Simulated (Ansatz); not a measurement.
# C₅H₉B: up Jacob's ladder to CCSD(T)

One table from this session's results is given with a row withheld; the runs are named, their logs left out.

The runs use Ansatz 0.2.0, Gaussian basis; functionals in def2-TZVPP, the program's frozen cores in correlated methods.

The runs, in order: PBE-D4, r2SCAN-D4, PBE0-D4, B3LYP-D4, ωB97X-V, ωB97M-V, B2PLYP; CCSD(T)/def2-TZVPP; MP2/def2-QZVPP; extrapolation to the limit.

## The geometry

All runs share one geometry, relaxed beforehand with PBE0-D4 in a triple-zeta def2 set.

SMILES `C=CCC1BC1`, 15 atoms, charge 0, spin multiplicity 1.

Atoms are counted from 1 here; the program's logs count them from 0.

Bond lengths: C1–C2 1.326 Å, C1–H7 1.086 Å, C1–H8 1.084 Å, C2–C3 1.496 Å, C2–H9 1.088 Å, C3–C4 1.520 Å, C3–H10 1.098 Å, C3–H11 1.094 Å, C4–B5 1.528 Å, C4–C6 1.541 Å, C4–H12 1.089 Å, B5–C6 1.526 Å, B5–H13 1.184 Å, C6–H14 1.087 Å, C6–H15 1.086 Å. Angles: C2–C1–H7 121.3°, C2–C1–H8 121.6°, H7–C1–H8 117.0°, C1–C2–C3 124.8°, C1–C2–H9 118.7°, C3–C2–H9 116.6°, C2–C3–C4 113.3°, C2–C3–H10 109.1°, C2–C3–H11 109.0°, C4–C3–H10 109.4°, C4–C3–H11 108.7°, H10–C3–H11 107.1°, C3–C4–B5 122.1°, C3–C4–C6 122.1°, C3–C4–H12 113.0°, B5–C4–C6 59.6°, B5–C4–H12 116.9°, C6–C4–H12 113.1° and more.

Geometry (Å):

| atom | x (Å) | y (Å) | z (Å) |
| --- | --- | --- | --- |
| C1 | -0.4017 | -2.1957 | -0.6601 |
| C2 | 0.3059 | -1.3049 | 0.0211 |
| C3 | 0.9575 | -0.0976 | -0.5746 |
| C4 | 0.2821 | 1.2059 | -0.1818 |
| B5 | -1.2129 | 1.2871 | 0.1238 |
| C6 | -0.2059 | 1.4742 | 1.2547 |
| H7 | -0.5408 | -2.1054 | -1.7333 |
| H8 | -0.8642 | -3.0468 | -0.1737 |
| H9 | 0.4205 | -1.4401 | 1.0948 |
| H10 | 2.0108 | -0.0699 | -0.2666 |
| H11 | 0.9427 | -0.1861 | -1.6652 |
| H12 | 0.7382 | 2.0786 | -0.6474 |
| H13 | -2.3399 | 1.1950 | -0.2281 |
| H14 | -0.1119 | 0.6939 | 2.0061 |
| H15 | -0.0021 | 2.4613 | 1.6596 |

The first run:

Contents of in.yaml:

```yaml
crystal:
  periodic: [false, false, false]
  atoms:
    - {symbol: C, position_ang: [-0.401728, -2.195701, -0.660097]}
    - {symbol: C, position_ang: [0.305854, -1.304923, 0.021126]}
    - {symbol: C, position_ang: [0.957463, -0.097585, -0.574578]}
    - {symbol: C, position_ang: [0.282148, 1.205876, -0.181820]}
    - {symbol: B, position_ang: [-1.212871, 1.287075, 0.123751]}
    - {symbol: C, position_ang: [-0.205929, 1.474181, 1.254664]}
    - {symbol: H, position_ang: [-0.540761, -2.105407, -1.733263]}
    - {symbol: H, position_ang: [-0.864218, -3.046766, -0.173656]}
    - {symbol: H, position_ang: [0.420522, -1.440146, 1.094823]}
    - {symbol: H, position_ang: [2.010816, -0.069941, -0.266555]}
    - {symbol: H, position_ang: [0.942655, -0.186144, -1.665219]}
    - {symbol: H, position_ang: [0.738199, 2.078624, -0.647387]}
    - {symbol: H, position_ang: [-2.339921, 1.194958, -0.228084]}
    - {symbol: H, position_ang: [-0.111907, 0.693893, 2.006103]}
    - {symbol: H, position_ang: [-0.002124, 2.461303, 1.659592]}
basis:
  gaussian: {orbitals: def2-TZVPP}
hamiltonian: {xc: pbe, dispersion: d4}
output: {forces: true, orbitals: {seedname: orbitals}}
```

Run with:

```sh
$ ansatz run in.yaml --threads 4 --pin off --events-out ev --progress --plain --max-ram 10444MiB
```

Steps of the session up to this table: PBE-D4 (GGA); r2SCAN-D4 (meta-GGA); PBE0-D4 (hybrid); B3LYP-D4 (hybrid); ωB97X-V (range-separated); ωB97M-V (range-separated); B2PLYP (double hybrid); CCSD(T) in def2-TZVPP; MP2 in def2-QZVPP.

One table of the session follows, with a row left open; its other results are not shown here.

It belongs to the step «Atomisation energies». 

| method | atomisation energy (eV) |
| --- | --- |
| PBE-D4 | 65.098 |
| r2SCAN-D4 | 63.852 |
| PBE0-D4 | 64.258 |
| B3LYP-D4 | 63.625 |
| ωB97X-V | 63.582 |
| ωB97M-V | 63.745 |
| B2PLYP | 62.961 |
| HF/def2-TZVPP | 47.938 |
| MP2/def2-TZVPP | 62.927 |
| CCSD/def2-TZVPP | 61.049 |
| CCSD(T)/def2-TZVPP | 61.912 |
| MP2/CBS | 64.282 |
| CCSD(T)/CBS | ? |

Q: Estimate the row for CCSD(T)/CBS from the others.

The run gave: atomisation energy (eV): 63.266. In the column «atomisation energy (eV)» it lies between B2PLYP (62.961) and ωB97X-V (63.582).

Caveats from the session: Free atoms (5 C, 1 B, 9 H) were run apart at each level; the atomisation energy is their sum less the molecule, without zero-point or spin-orbit terms.
